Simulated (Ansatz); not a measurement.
# As2Se: the cost of one run

Computed with Ansatz 0.2.0 (DFT PBE, scalar-relativistic, plane waves, PAW, unless a step's input says otherwise).

## (1) The structure to begin with

The structure is tetragonal, space group I4/mmm (No. 139). Conventional cell: a = 3.756 Å, b = 3.756 Å, c = 9.214 Å, α = 90.00°, β = 90.00°, γ = 90.00°. Around As (site symmetry 4mm) lie 5 As at 3.04 to 3.08 Å and 5 Se at 3.06 to 3.09 Å. Se (site symmetry 4/mmm) has 10 As at 3.06 to 3.09 Å as nearest neighbours.

As a file:

```cif
data_structure
_symmetry_space_group_name_H-M 'I4/mmm'
_symmetry_Int_Tables_number 139
_cell_length_a 3.7560
_cell_length_b 3.7560
_cell_length_c 9.2139
_cell_angle_alpha 90.000
_cell_angle_beta 90.000
_cell_angle_gamma 90.000
_cell_volume 129.98
loop_
_atom_site_label
_atom_site_type_symbol
_atom_site_symmetry_multiplicity
_atom_site_Wyckoff_symbol
_atom_site_fract_x
_atom_site_fract_y
_atom_site_fract_z
_atom_site_occupancy
As1 As 4 e 0.50000 0.50000 0.16500 1
Se1 Se 2 a 0.00000 0.00000 0.00000 1
```

This is candidate A: MoSi2 (C11b) type (I4/mmm, No. 139).

(A quick probe on a coarse mesh, which set the mesh and smearing, is not shown.)

## (3) Rough relaxation on the coarse mesh (candidate A)

The input, input.yaml:

```yaml
crystal:
  lattice:
    - [-1.8779940598, 1.8779940598, 4.606954178]
    - [1.8779940598, -1.8779940598, 4.606954178]
    - [1.8779940598, 1.8779940598, -4.606954178]
  atoms:
    - { symbol: As, position: [0.665, 0.665, 0.0] }
    - { symbol: As, position: [0.335, 0.335, 0.0] }
    - { symbol: Se, position: [0.0, 0.0, 0.0] }
basis:
  ecutwfc: 420
kpoints:
  mp_grid: { grid: [6, 6, 6] }
hamiltonian:
  xc: pbe
scf:
  occupations: { method: gaussian, width: 0.1 }
  lower_state_search: "off"
output:
  forces: true
  stress: true
  eigenvalues: true
relax:
  adjacent_minimum: "off"
  f_tol: 0.04
  max_steps: 70
  cell: { stress_tol: 0.4 }
```

Run with:

```sh
ansatz run input.yaml --threads 1 --pin off --max-ram 2560MiB --backend cpu --events-out ev --progress --plain --runs-dir out
```

Q: Estimate wall time and peak memory on 1 thread of Intel Xeon Platinum 8259CL at 2.50GHz (Skylake/Cascade Lake), shared host.

About 47 s, with a peak of 0.44 GiB.
